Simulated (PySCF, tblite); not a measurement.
# C₄H₄N₂OS: geometry, infrared bands and NMR shifts

Wanted: the infrared bands and NMR shifts of C₄H₄N₂OS (`CC(=O)c1ncsn1`), by calculation.

Computed with tblite 0.8.0 and PySCF 2.14.0, with density-fitted response routines of our own, on a single molecule in the gas phase. Atoms are numbered from 0 throughout.

## 1. The molecule as given

12 atoms, charge 0, multiplicity 1; geometry from: force field or distance geometry start.

Bonds of the start (Å): C0–C1 1.47, C1–O2 1.27, C1–C3 1.48, C3–N4 1.31, N4–C5 1.34, C5–S6 1.66, S6–N7 1.74, N7–C3 1.34, C0–H8 1.10, C0–H9 1.11, C0–H10 1.12, C5–H11 1.09.

## 2. Geometry optimisation with GFN2-xTB

The job: settings as JSON, then the geometry in Å.

```
{"job": {"kind": "relax", "xc": "GFN2-xTB", "basis": "xTB"}, "charge": 0, "multiplicity": 1}
C     -1.929100     0.381800    -0.231300
C     -1.032600    -0.290600     0.718800
O     -1.418200    -0.861800     1.785800
C      0.415100    -0.294700     0.407200
N      0.921700     0.263500    -0.662300
C      2.250200     0.128700    -0.739800
S      2.919600    -0.700200     0.535300
N      1.319400    -0.872600     1.202500
H     -2.001700    -0.246900    -1.133600
H     -2.910500     0.664500     0.210000
H     -1.393900     1.302900    -0.564000
H      2.861100     0.524600    -1.554600
```

Run with:

```bash
OMP_NUM_THREADS=1 python probes_run.py task.json out
```

One launch serves the whole session: the jobs run in the order shown.

**Question.** This job is followed by: GFN2-xTB harmonic vibrations, gas phase; GIAO PBE0/pcSseg-1 NMR shielding, non-relativistic, gas phase. Predict these results of the whole session: strongest single infrared mode (GFN2-xTB); zero-point energy (GFN2-xTB); 13C shifts against TMS (PBE0/pcSseg-1); 1H shifts against TMS (PBE0/pcSseg-1, means over atoms taken as alike); 17O shifts against H2O (PBE0/pcSseg-1); 15N shifts against NH3 (PBE0/pcSseg-1); 33S shifts against CS2 (PBE0/pcSseg-1).

As calculated:

| quantity | value |
| --- | --- |
| strongest single infrared mode (GFN2-xTB) | 1760 cm⁻¹, 318 km/mol |
| zero-point energy (GFN2-xTB) | 49.1 kcal/mol |
| 13C shifts against TMS (PBE0/pcSseg-1) | 194.2, 180.2, 172.2, 34.7 ppm |
| 1H shifts against TMS (PBE0/pcSseg-1, means over atoms taken as alike) | 9.47, 3.02 ppm |
| 17O shifts against H2O (PBE0/pcSseg-1) | 688.5 ppm |
| 15N shifts against NH3 (PBE0/pcSseg-1) | 343.6, 343.1 ppm |
| 33S shifts against CS2 (PBE0/pcSseg-1) | 451 ppm |

Over 48 steps the energy fell by 0.668 eV; of the close pairs, S6–N7 changed most, 1.742 to 1.615 Å. No mode is imaginary among the 30: a minimum at this level. The strongest single mode, at 1760 cm⁻¹, moves mainly C1 and O2. GFN2-xTB is a fitted tight-binding method: band positions and strengths are rough. Its intensities can rank the bands wrongly. The most deshielded carbon is C1 (ketone carbonyl carbon), at 194.2 ppm: low-lying n→π* states of the double bond to the heteroatom give a large paramagnetic term (-251 ppm). At PBE0/pcSseg-1: The widest tensor belongs to O2: span 1361 ppm, with a paramagnetic part of -748 ppm. NICS(1)zz of -33 ppm above the planar ring from C3 marks a diatropic (aromatic) ring current.
